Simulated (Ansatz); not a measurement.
# C₂H₈BN₃: a ladder of functionals and wavefunction methods

Aim: compute C₂H₈BN₃ with functionals from several rungs and with coupled cluster, and see how far each lands from CCSD(T) at the basis-set limit for the atomisation energy.

Method: functionals in def2-TZVPP, the program's frozen cores in correlated methods; program: Ansatz 0.2.0, Gaussian basis.

The runs, in order: PBE-D4, r2SCAN-D4, PBE0-D4, B3LYP-D4, ωB97X-V, ωB97M-V, B2PLYP; CCSD(T)/def2-TZVPP; MP2/def2-QZVPP; extrapolation to the limit.

## (1) Structure used throughout

All runs share one geometry, relaxed beforehand with PBE0-D4 in a triple-zeta def2 set.

14 atoms, charge 0, spin multiplicity 1.

Atoms are counted from 1 here; the program's logs count them from 0.

Bond lengths: C1–B2 1.560 Å, C1–H7 1.093 Å, C1–H8 1.093 Å, C1–H9 1.095 Å, B2–N3 1.427 Å, B2–N6 1.446 Å, N3–C4 1.450 Å, N3–H10 1.003 Å, C4–N5 1.426 Å, C4–N6 1.478 Å, C4–H11 1.098 Å, N5–H12 1.014 Å, N5–H13 1.012 Å, N6–H14 1.007 Å. Angles: B2–C1–H7 112.3°, B2–C1–H8 111.7°, B2–C1–H9 110.2°, H7–C1–H8 108.4°, H7–C1–H9 107.0°, H8–C1–H9 106.9°, C1–B2–N3 134.3°, C1–B2–N6 133.9°, N3–B2–N6 91.8°, B2–N3–C4 90.1°, B2–N3–H10 140.2°, C4–N3–H10 124.1°, N3–C4–N5 114.1°, N3–C4–N6 89.6°, N3–C4–H11 113.2°, N5–C4–N6 118.9°, N5–C4–H11 108.1°, N6–C4–H11 112.2° and more.

## (2) PBE-D4 (GGA)

File in.yaml:

```yaml
crystal:
  periodic: [false, false, false]
  atoms:
    - {symbol: C, position_ang: [-0.657372, -1.895030, 1.198255]}
    - {symbol: B, position_ang: [-0.240710, -0.580770, 0.468643]}
    - {symbol: N, position_ang: [0.850128, 0.329809, 0.602219]}
    - {symbol: C, position_ang: [0.244472, 1.203746, -0.383725]}
    - {symbol: N, position_ang: [1.095530, 1.517209, -1.484398]}
    - {symbol: N, position_ang: [-0.840847, 0.218882, -0.576433]}
    - {symbol: H, position_ang: [0.196543, -2.410143, 1.644487]}
    - {symbol: H, position_ang: [-1.164029, -2.589354, 0.523584]}
    - {symbol: H, position_ang: [-1.357283, -1.671770, 2.010892]}
    - {symbol: H, position_ang: [1.825472, 0.334555, 0.834537]}
    - {symbol: H, position_ang: [-0.122275, 2.146496, 0.041986]}
    - {symbol: H, position_ang: [1.289304, 0.676612, -2.017267]}
    - {symbol: H, position_ang: [0.663623, 2.192666, -2.101659]}
    - {symbol: H, position_ang: [-1.795456, 0.497892, -0.732419]}
basis:
  gaussian: {orbitals: def2-TZVPP}
hamiltonian: {xc: pbe, dispersion: d4}
output: {forces: true, orbitals: {seedname: orbitals}}
```

Launch:

```sh
> ansatz run in.yaml --threads 4 --pin off --events-out ev --progress --plain --max-ram 10444MiB
```

The runs that follow: r2SCAN-D4 (meta-GGA); PBE0-D4 (hybrid); B3LYP-D4 (hybrid); ωB97X-V (range-separated); ωB97M-V (range-separated); B2PLYP (double hybrid); CCSD(T) in def2-TZVPP; MP2 in def2-QZVPP.

Before running them: what should the planned runs give, taken together? Wanted: atomisation energy, CCSD(T)/CBS; farthest; mean size of error, hybrid; mean size of error, range-separated; gap, smallest and largest; T1 diagnostic; triples share of the correlation energy.

**Answer**, as computed:

| quantity | value |
| --- | --- |
| atomisation energy, CCSD(T)/CBS | 5483.7 kJ/mol |
| functionals within 27.4 kJ/mol (0.5 %) | r2SCAN-D4, B2PLYP |
| farthest | PBE-D4 (+195.9 kJ/mol) |
| mean size of error, hybrid | 60.6 kJ/mol |
| mean size of error, range-separated | 52.4 kJ/mol |
| gap, smallest and largest | 5.42 eV (PBE-D4), 11.76 eV (ωB97X-V) |
| T1 diagnostic | 0.0119 |
| triples share of the correlation energy | 4.0 % |

What this shows: PBE-D4 is off by +195.9 kJ/mol. Double hybrids carry the basis error of their MP2 part in triple zeta, and no dispersion term here, so their miss is partly the set-up's. Misses under about 27.4 kJ/mol are within the doubt on the reference itself, which lacks core-valence correlation, relativity and higher excitations. Hartree-Fock recovers 70 % of the binding; the rest is correlation. Orbital gaps span 5.4 to 11.8 eV; exact exchange widens them.
